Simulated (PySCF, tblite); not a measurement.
# C₈H₇NO: geometry, infrared bands and NMR shifts

What infrared bands and NMR shifts should C₈H₇NO (`C#C/C=C(\C#C)NC(C)=O`) show?

The runs use tblite 0.8.0 and PySCF 2.14.0, with density-fitted response routines of our own; the level of theory stands in each step. All values are computed, except where a source is named. Atoms are numbered from 0 throughout.

### 1 The starting structure

17 atoms, charge 0, multiplicity 1; geometry from: force field or distance geometry start.

Bonds of the start (Å): C0–C1 1.21, C1–C2 1.42, C2–C3 1.33, C3–C4 1.44, C4–C5 1.19, C3–N6 1.38, N6–C7 1.37, C7–C8 1.51, C7–O9 1.22, C0–H10 1.06, C2–H11 1.09, C5–H12 1.07, N6–H13 1.02, C8–H14 1.10, C8–H15 1.09, C8–H16 1.09.

### 2 Geometry optimisation with GFN2-xTB

The job: settings as JSON, then the geometry in Å.

```
{"job": {"kind": "relax", "xc": "GFN2-xTB", "basis": "xTB"}, "charge": 0, "multiplicity": 1}
C      2.599400     2.862600    -1.073100
C      1.667300     2.106900    -0.958900
C      0.583500     1.198600    -0.810900
C      0.506600     0.243500     0.110000
C      1.566600     0.045200     1.069200
C      2.446500    -0.121000     1.855200
N     -0.541100    -0.645800     0.268900
C     -1.703600    -0.737100    -0.456600
C     -2.597500    -1.855200     0.033700
O     -2.041500    -0.037900    -1.403700
H      3.402500     3.540700    -1.183300
H     -0.231100     1.344000    -1.527600
H      3.237300    -0.256500     2.567900
H     -0.425300    -1.316300     1.025700
H     -2.880700    -1.662300     1.077600
H     -3.515300    -1.890400    -0.560100
H     -2.080400    -2.806900    -0.044200
```

The run is started by

```
$ OMP_NUM_THREADS=1 python probes_run.py task.json out
```

This one command runs all jobs of the session in turn.

**Question.** This job is followed by: GFN2-xTB harmonic vibrations, gas phase; GIAO PBE0/pcSseg-1 NMR shielding, non-relativistic, gas phase. What will the session give for the following? strongest single infrared mode (GFN2-xTB); zero-point energy (GFN2-xTB); ¹³C shifts against TMS (PBE0/pcSseg-1); ¹H shifts against TMS (PBE0/pcSseg-1, means over atoms taken as alike); ¹⁵N shifts against NH3 (PBE0/pcSseg-1); ¹⁷O shifts against H2O (PBE0/pcSseg-1); surface potential, 1st and 99th percentile.

**Answer**, as computed:

```
                                                              quantity                                                  value
                             strongest single infrared mode (GFN2-xTB)                                  1411 cm⁻¹, 553 km/mol
                                          zero-point energy (GFN2-xTB)                                          76.3 kcal/mol
                                ¹³C shifts against TMS (PBE0/pcSseg-1)  170.0, 134.0, 110.5, 97.8, 91.4, 85.5, 83.7, 26.6 ppm
¹H shifts against TMS (PBE0/pcSseg-1, means over atoms taken as alike)                       7.72, 6.17, 3.24, 2.92, 2.03 ppm
                                ¹⁵N shifts against NH3 (PBE0/pcSseg-1)                                              161.9 ppm
                                ¹⁷O shifts against H2O (PBE0/pcSseg-1)                                              468.5 ppm
                                 surface potential, 1st and 99th percentile                                     -1.65 V and 2.12 V
```

**Reading.** Over 25 steps the energy fell by 0.098 eV; of the close pairs, C3–C4 changed most, 1.443 to 1.418 Å. No mode is imaginary among the 45: a minimum at this level. The strongest single mode, at 1411 cm⁻¹, is carried by N6, H13, C3, C7. GFN2-xTB is a fitted tight-binding method: band positions and strengths are rough. Its intensities can rank the bands wrongly. The most deshielded hydrogen is H11 (hydrogen on a β carbon of an enol-ether or enamine type C=C), at 7.72 ppm: attached to an sp2 carbon and in the plane of the double bond. At PBE0/pcSseg-1: Shielding is most anisotropic at O9 (span 828 ppm, paramagnetic term -536 ppm). By nearest atom (PBE0/pcSseg-1), the HOMO sits on C0, C2 about 21 % each; C3 15 % and the LUMO on C2, C3 about 19 % each; C0, C5 about 12 % each.
